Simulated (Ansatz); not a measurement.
# Ag: the cost of one run

Method: DFT PBEsol, scalar-relativistic, plane waves, PAW, in Ansatz 0.2.0.

7 further runs of the same task are left out: 5 that didn't finish, 2 set aside as unsound or not needed.

**1. The starting structure**

Symmetry: P6_3/mmc, No. 194, hexagonal system. Conventional cell: a = 2.867 Å, b = 2.867 Å, c = 4.691 Å, α = 90.00°, β = 90.00°, γ = 120.00°. Around Ag (site symmetry -6m2) lie 12 Ag at 2.87 Å.

Structure file:

```cif
data_structure
_symmetry_space_group_name_H-M 'P6_3/mmc'
_symmetry_Int_Tables_number 194
_cell_length_a 2.8671
_cell_length_b 2.8671
_cell_length_c 4.6907
_cell_angle_alpha 90.000
_cell_angle_beta 90.000
_cell_angle_gamma 120.000
_cell_volume 33.39
loop_
_atom_site_label
_atom_site_type_symbol
_atom_site_symmetry_multiplicity
_atom_site_Wyckoff_symbol
_atom_site_fract_x
_atom_site_fract_y
_atom_site_fract_z
_atom_site_occupancy
Ag1 Ag 2 c 0.33333 0.66667 0.25000 1
```

It is the result of an earlier relaxation at this level (volume 16.70 Å³/atom; gap on the mesh: none (metal)).

**2. Zero of energy**

Reference values: F = -15044.4876 eV; pressure -0.07 GPa; largest force 0.000 eV/Å; gap on the mesh none (metal). It was computed beforehand with the settings of the runs below.

**3. The scan: a strain scan**

The cell is strained by ε times the Voigt pattern (1, 1, 0, 0, 0, 0) (xx, yy, zz, yz, xz, xy; engineering shear), with fractional coordinates fixed (clamped ions). The stress on the pattern is the sum of the stress components weighted by it, tension positive.

**4. At ε = -0.0400**

Contents of input.yaml:

```yaml
crystal:
  lattice:
    - [2.7523801616, 0.0, 0.0]
    - [-1.3761900808, 2.3836311408, 0.0]
    - [0.0, 0.0, 4.6907149281]
  atoms:
    - { symbol: Ag, position: [0.3333333333, 0.6666666667, 0.25] }
    - { symbol: Ag, position: [0.6666666667, 0.3333333333, 0.75] }
basis:
  ecutwfc: 420
kpoints:
  mp_grid: { grid: [24, 24, 14] }
hamiltonian:
  xc: pbesol
scf:
  occupations: { method: gaussian, width: 0.15 }
output:
  forces: true
  stress: true
  eigenvalues: true
```

Launch:

```bash
ansatz run input.yaml --threads 1 --pin off --max-ram 2560MiB --backend cpu --events-out ev --progress --plain --runs-dir out
```

Q: Estimate wall time and peak memory on 1 thread of Intel Xeon at 2.50GHz (Skylake/Cascade Lake), shared host.

About 31 s, with a peak of 0.53 GiB.
